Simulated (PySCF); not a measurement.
**KSr: bond curves at several levels of theory**

The task here is to estimate one member of a computed series from the others.

Program: PySCF 2.14.0. Level of theory: K def2-SVPD, Sr def2-SVPD with ECP28, scalar-relativistic core potentials. These are calculated values, not measurements.

The first run:

A driver script around PySCF takes these settings:

```yaml
atoms: K, Sr
charge: 0
basis: K def2-SVPD, Sr def2-SVPD with ECP28
Hamiltonian: scalar-relativistic core potentials
basis_functions: 53
electrons_treated: 29
masses_in_u: 38.9637, 87.9056
levels: PBE0, PBE, r²SCAN, PBEsol, B2PLYP, M06, ωB97X, HF, MP2, SCS-MP2, CCSD, CCSD(T)
grid: 80 radial by 434 angular points
occupations: held fixed by the projection of orbital angular momentum
dissociation_limit: K + Sr, each in its ground configuration
starting_distance_in_angstrom: 3.655
values_of_2S_to_try: 1, 3
```

On the command line:

```
$ OMP_NUM_THREADS=1 python dia.py task.json out
```

Steps of the session up to this table: Input; First curve: PBE0; Other states along the same grid; PBE (GGA); r²SCAN (meta-GGA); PBEsol; B2PLYP (double hybrid); M06 (hybrid meta-GGA); ωB97X (range-separated hybrid); ROHF (mean field); Correlated methods on the Hartree–Fock reference.

One table of the session follows, with a row left open; its other results are not shown here.

It belongs to the step «The curves together». Energy (eV) from each level's lowest point:

| R (Å) | ROHF | ROHF-MP2 | ROHF-SCS-MP2 | ROHF-CCSD | ROHF-CCSD(T) |
| --- | --- | --- | --- | --- | --- |
| 3.881 | 0.298 | 0.139 | 0.150 | n/a | n/a |
| 4.062 | 0.202 | 0.076 | 0.084 | 0.065 | 0.058 |
| 4.242 | ? | ? | ? | ? | ? |
| 4.378 | 0.097 | 0.020 | 0.024 | 0.013 | 0.009 |
| 4.513 | 0.069 | 0.009 | 0.012 | 0.004 | 0.002 |
| 4.648 | 0.048 | 0.003 | 0.005 | 0.000 | 0.000 |
| 4.829 | 0.027 | 0.000 | 0.000 | 0.000 | 0.002 |
| 5.055 | 0.011 | 0.001 | 0.000 | 0.005 | 0.009 |
| 5.325 | 0.000 | 0.008 | 0.005 | 0.014 | 0.021 |

**Question.** Estimate the row for R (Å) = 4.242.

Worked estimate for «ROHF». A straight line through the neighbours (4.062, 0.202) and (4.378, 0.097) gives 0.202 + (0.097 − 0.202) × (4.242 − 4.062) / (4.378 − 4.062) = 0.142; a parabola fitted to 4 rows on both sides gives 0.133.

**Answer.** ROHF: 0.134; ROHF-MP2: 0.038; ROHF-SCS-MP2: 0.043; ROHF-CCSD: 0.029; ROHF-CCSD(T): 0.023. In «ROHF» the line misses by +0.008 and the parabola by -0.001.

Caveats from the session: The bond is weak, and basis-set superposition, which was not computed, may be a sizeable part of it.
